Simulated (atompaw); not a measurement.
# Ni: generating and testing a PAW (atompaw) potential

Aim: build the potential from the settings below, then test how well it stands in for the atom: scattering, ghost states and the plane-wave cutoff that it needs.

Program: atompaw 4.2.0.5. Reference atom: PBE, scalar-relativistic, spherical and spin-unpolarised. All values are calculated.

## (1) The atom and the settings

Typed settings, in words:

```json
{
 "element": "nickel (Ni, Z = 28)",
 "type": "PAW",
 "frozen core": "[Ar]",
 "valence charge": "10",
 "reference configuration": "3d8 4s2 4p0",
 "partial waves": "4s (bound): rc 1.95 bohr; 4s channel at 1.2 Ry: rc 1.95 bohr; 4p (bound, empty): rc 2.30 bohr; 4p channel at 0.5 Ry: rc 2.30 bohr; 3d (bound): rc 0.95 bohr; 3d channel at 1.85 Ry: rc 0.95 bohr",
 "local potential": "troulliermartins scheme with l = 3 at 1 Ry, radius 2.10 bohr",
 "core correction": "smooth core density matched at 1.90 bohr",
 "augmentation charge": "sinc compensation charge, radius 1.80 bohr; PAW radius 2.30 bohr; waves and projectors: custom polynom vanderbiltortho"
}
```

The outer shells as boxes (Hund's rule for the drawing; the calculation is spin-unpolarised):

```
[Ar] core
3d [↑↓][↑↓][↑↓][↑ ][↑ ]
4s [↑↓]
4p [  ][  ][  ]
```

An earlier all-electron run gives the scale for the radii.

All-electron outer shells of the reference configuration (PBE, scalar-relativistic, ld1.x):

```tsv
shell	level (eV)	outermost node (bohr)	outermost maximum (bohr)
3s	-111.06	0.30	0.64
3p	-71.39	0.27	0.65
3d	-8.87	–	0.63
4s	-5.64	0.92	2.24
4p	-1.22	1.00	3.17
```

## (2) Generation

Input file Ni.input:

```
Ni 28
GGA-PBE scalarrelativistic loggrid 1500 logderivrange -3 5 201
4 4 3 0 0 0
4 1 0
3 2 8
0 0 0
c
c
c
v
c
c
v
v
2
2.30 1.80 2.10 1.90
y
1.2
n
y
0.5
n
y
1.85
n
custom polynom vanderbiltortho sinc
3 1 troulliermartins
1.95
1.95
2.30
2.30
0.95
0.95
PWSCFOUT
UPFDX 0.0125d0 UPFXMIN -7.d0 UPFZMESH 28.d0
END
```

The run is started by

```console
$ atompaw < Ni.input > Ni.log
```

Q: Predict the outcome of this session. Wanted: cutoffs for 10 and 1 mRy, occupied levels; bound ghosts; largest phase difference near zero energy, channels read; lowest eigenvalue of the overlap; share of valence orbitals outside the PAW sphere; UPF file.

As calculated:

```
                                                quantity                            value
               cutoffs for 10 and 1 mRy, occupied levels                160 Ry and 260 Ry
                                            bound ghosts  s at -150.76 eV, p at -12.33 eV
largest phase difference near zero energy, channels read                        0.007 rad
         lowest eigenvalue of the overlap (Bessel basis)                        0.212 (s)
        share of valence orbitals outside the PAW sphere         4s 63 %, 4p 88 %, 3d 4 %
                                                UPF file                          written
```

In words: A bound ghost (s, p) makes it unfit for use: electrons can fall into a state that the atom doesn't have. It counts as very hard, with 160 Ry needed at the looser tolerance. The slowest occupied level is 3d: taken alone it needs 180 Ry to come within 1 mRy, against 15 Ry for 4s. Near zero energy the phases of the channels with partial waves agree within 0.007 rad. The pseudo curves have a pole with no partner nearby in the atom's: p at -0.90 Ry. These are tests on the free atom; a crystal test is still owed.
